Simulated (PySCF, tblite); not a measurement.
# C₆H₁₀OSi: geometry, infrared bands and NMR shifts

Aim: predict the infrared bands and NMR shifts of C₆H₁₀OSi (`C(=C1CC1)[SiH]1COC1`).

Programs: tblite 0.8.0 and PySCF 2.14.0, with density-fitted response routines of our own. Each step states its level of theory. These are calculated values for one molecule in the gas phase, unless marked as measured. Atoms count from 0, in the outputs and in this text.

### Step 1. The molecule as given

18 atoms, charge 0, multiplicity 1; geometry from: force field or distance geometry start.

Bonds of the start (Å): C0–C1 1.30, C1–C2 1.42, C2–C3 1.57, C0–Si4 1.83, Si4–C5 1.86, C5–O6 1.44, O6–C7 1.44, C3–C1 1.41, C7–Si4 1.86, C0–H8 1.09, C2–H9 1.07, C2–H10 1.08, C3–H11 1.07, C3–H12 1.10, Si4–H13 1.49, C5–H14 1.09, C5–H15 1.10, C7–H16 1.10, C7–H17 1.10.

### Step 2. Relaxing the molecule with GFN2-xTB

The job: settings as JSON, then the geometry in Å.

```
{"job": {"kind": "relax", "xc": "GFN2-xTB", "basis": "xTB"}, "charge": 0, "multiplicity": 1}
C      0.478800    -0.565300     0.025000
C      1.693500    -0.091400     0.071800
C      3.071800    -0.414000    -0.076400
C      2.539000     1.013800     0.320900
Si    -1.048600     0.374400     0.370500
C     -2.376500    -0.500800     1.335600
O     -2.964800    -0.970300     0.105700
C     -2.484400     0.070900    -0.769800
H      0.311500    -1.603900    -0.242000
H      3.516400    -1.026400     0.686900
H      3.417600    -0.551900    -1.091900
H      2.559500     1.787400    -0.412700
H      2.658200     1.316900     1.368200
H     -0.819900     1.801700     0.730100
H     -2.035000    -1.317500     1.969400
H     -3.065000     0.134600     1.913800
H     -3.217500     0.879800    -0.867100
H     -2.243500    -0.331600    -1.763000
```

Command:

```
> OMP_NUM_THREADS=1 python probes_run.py task.json out
```

The driver reads the jobs from task.json and runs them one after another.

**Question.** This job is followed by: GFN2-xTB harmonic vibrations, gas phase; GIAO PBE0/pcSseg-1 NMR shielding, non-relativistic, gas phase. What will the session give for the following? strongest single infrared mode (GFN2-xTB); zero-point energy (GFN2-xTB); 13C shifts against TMS (PBE0/pcSseg-1, means over atoms taken as alike); 1H shifts against TMS (PBE0/pcSseg-1, means over atoms taken as alike); 29Si shifts against TMS (PBE0/pcSseg-1); 17O shifts against H2O (PBE0/pcSseg-1).

As calculated:

| quantity | value |
| --- | --- |
| strongest single infrared mode (GFN2-xTB) | 2239 cm⁻¹, 306 km/mol |
| zero-point energy (GFN2-xTB) | 87.7 kcal/mol |
| 13C shifts against TMS (PBE0/pcSseg-1, means over atoms taken as alike) | 155.7, 119.7, 70.7, 6.9, 6.1 ppm |
| 1H shifts against TMS (PBE0/pcSseg-1, means over atoms taken as alike) | 6.94, 5.70, 4.75, 4.70, 1.16, 1.09 ppm |
| 29Si shifts against TMS (PBE0/pcSseg-1) | -7.4 ppm |
| 17O shifts against H2O (PBE0/pcSseg-1) | 11.8 ppm |

In words: Relaxing lowered the energy by 0.426 eV in 77 steps; the close pair that moved most is Si4–C7, from 1.858 to 1.924 Å. No mode is imaginary among the 48: a minimum at this level. The strongest single mode, at 2239 cm⁻¹, moves mainly H13. Unscaled tight-binding wavenumbers are off by several per cent, some by more. Its intensities can rank the bands wrongly. The most deshielded hydrogen is H8 (hydrogen on an alkene CH), at 6.94 ppm: attached to an sp2 carbon and in the plane of the double bond. At PBE0/pcSseg-1: Shielding is most anisotropic at C1 (span 259 ppm, paramagnetic term -221 ppm).
